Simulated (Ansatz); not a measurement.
# C₂HCl₂FTi: small, medium and large basis sets

How large a basis does C₂HCl₂FTi need? Two functionals are run in growing sets.

Method: one geometry, several basis sets; program: Ansatz 0.2.0, Gaussian basis.

Levels to be run: PBE0-D4/def2-SVP; ωB97M-V/def2-SVP; PBE0-D4/def2-QZVPP; ωB97M-V/def2-QZVPP; the functionals' def2-TZVPP values are taken from earlier runs.

## 1. The geometry

An earlier PBE0-D4 in a triple-zeta def2 set relaxation fixed the geometry.

7 atoms, charge 0, spin multiplicity 1.

Atoms are counted from 1 here; the program's logs count them from 0.

Bond lengths: C1–C2 1.215 Å, C1–H7 1.067 Å, C2–Ti3 1.995 Å, Ti3–F4 1.733 Å, Ti3–Cl5 2.168 Å, Ti3–Cl6 2.168 Å. Angles: C2–C1–H7 179.9°, C1–C2–Ti3 179.1°, C2–Ti3–F4 108.3°, C2–Ti3–Cl5 107.4°, C2–Ti3–Cl6 107.4°, F4–Ti3–Cl5 111.0°, F4–Ti3–Cl6 111.0°, Cl5–Ti3–Cl6 111.5°.

## 2. PBE0-D4 in def2-SVP

File in.yaml:

```yaml
crystal:
  periodic: [false, false, false]
  atoms:
    - {symbol: C, position_ang: [1.560028, -1.348883, 0.533980]}
    - {symbol: C, position_ang: [0.657947, -0.598628, 0.219842]}
    - {symbol: Ti, position_ang: [-0.841389, 0.609054, -0.303358]}
    - {symbol: F, position_ang: [-2.187288, -0.371008, -0.785283]}
    - {symbol: Cl, position_ang: [-0.142830, 1.834353, -1.950455]}
    - {symbol: Cl, position_ang: [-1.338561, 1.814585, 1.429218]}
    - {symbol: H, position_ang: [2.353394, -2.007475, 0.810256]}
basis:
  gaussian: {orbitals: def2-SVP}
hamiltonian: {xc: pbe0, dispersion: d4}
output: {orbitals: {seedname: orbitals}}
```

Run with:

```sh
> ansatz run in.yaml --threads 4 --pin off --events-out ev --progress --plain --max-ram 10444MiB
```

The runs that follow: ωB97M-V in def2-SVP; PBE0-D4 in def2-QZVPP; ωB97M-V in def2-QZVPP.

**Question.** What will the summary of the whole plan be? Wanted: PBE0-D4: double and triple zeta above quadruple; ωB97M-V: double and triple zeta above quadruple.

The runs gave:

| quantity | value |
| --- | --- |
| PBE0-D4: double and triple zeta above quadruple | 18.94, 1.42 eV |
| ωB97M-V: double and triple zeta above quadruple | 18.90, 1.33 eV |

**Reading.** PBE0-D4 gains 17.52 eV from double to triple zeta, then 1.42 eV more. Total energies overstate the basis error of differences, where much of it tends to cancel.
